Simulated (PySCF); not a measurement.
# InN+: bond curves at several levels of theory

What are the lowest state that PBE0 finds, the bond length, vibrational wavenumber and bond energy of InN+, and how much do these hang on the method?

Method: In def2-TZVPPD with ECP28, N def2-TZVPPD, scalar-relativistic core potentials; program: PySCF 2.14.0.

### 1 Set-up

Settings of the job:

```
atoms                         : In, N
charge                        : 1
basis                         : In def2-TZVPPD with ECP28, N def2-TZVPPD
Hamiltonian                   : scalar-relativistic core potentials
basis functions               : 93
electrons treated             : 27
masses in u                   : 114.9039, 14.0031
levels                        : PBE0, PBE, r²SCAN, M06, B97-3, r²SCANh, revPBE, BLYP, CAM-B3LYP, HF, MP2, SCS-MP2, CCSD, CCSD(T)
grid                          : 80 radial by 434 angular points
occupations                   : held fixed by the projection of orbital angular momentum
dissociation limit            : In+ + N, each in its ground configuration
starting distance in angstrom : 2.145
values of 2S to try           : 1, 3
```

On the command line:

```console
$ OMP_NUM_THREADS=2 python dia.py task.json out
```

Further steps of the session: The PBE0 curve of the state that the search chose; Higher solutions at PBE0; PBE (GGA); r²SCAN; M06; B97-3 (global hybrid GGA); r²SCANh (hybrid meta-GGA); revPBE; BLYP (GGA); CAM-B3LYP; UHF; Adding correlation.

**Question.** What will these runs give? Wanted: for each run, Re; ωe; De; μ.

As calculated:

Lowest PBE0 solution found, without spin–orbit coupling: ⁴Σ⁻ (quartet), unpaired electrons σ ↑, π ↑↑. State 3 has its PBE0 minimum 1.10 eV higher, as a spin-mixed determinant (⟨S²⟩ = 1.76), so this is no gap between pure states. The other levels ran on the lowest alone.

| level | Re (Å) | ωe (cm⁻¹) | De (eV) | μ (D) |
| --- | --- | --- | --- | --- |
| UHF | 3.669 | 42.7 | 0.031 | -1.40 |
| UHF-MP2 | 3.167 | 76.7 | 0.089 | n/a |
| UHF-SCS-MP2 | 3.261 | 69.7 | 0.074 | n/a |
| UHF-CCSD | 3.224 | 68.8 | 0.077 | n/a |
| UHF-CCSD(T) | 3.162 | 72.4 | 0.086 | n/a |
| PBE | 2.669 | 121.4 | 0.191 | -0.20 |
| revPBE | 2.859 | 85.9 | 0.115 | -0.35 |
| BLYP | 2.772 | 105.5 | 0.140 | -0.28 |
| r²SCAN | 2.702 | 118.3 | 0.163 | -0.11 |
| r²SCANh | 2.764 | 110.8 | 0.143 | -0.19 |
| PBE0 | 2.841 | 100.2 | 0.127 | -0.37 |
| B97-3 | 3.004 | 89.9 | 0.102 | -0.61 |
| M06 | 2.801 | 136.2 | 0.155 | -0.32 |
| CAM-B3LYP | 2.902 | 95.8 | 0.112 | -0.46 |

De is counted to In+ + N in their ground configurations. A positive dipole points from In to N; in an ion it is taken about the centre of mass and does not tell which atom is negative.

In words: The methods spread over 1.000 Å in bond length, from PBE to UHF. CCSD(T) can't serve as the judge here: for a weak bond in this basis it is far from its limit. Among the levels with a De in the table, it runs from 0.031 eV (UHF) to 0.191 eV (PBE).

Correlated steps freeze 5 core orbitals. These are scalar-relativistic numbers at best; spin–orbit coupling would shift them, the dissociation energy most. The bond is weak, and basis-set superposition, which was not computed, may be a sizeable part of it.
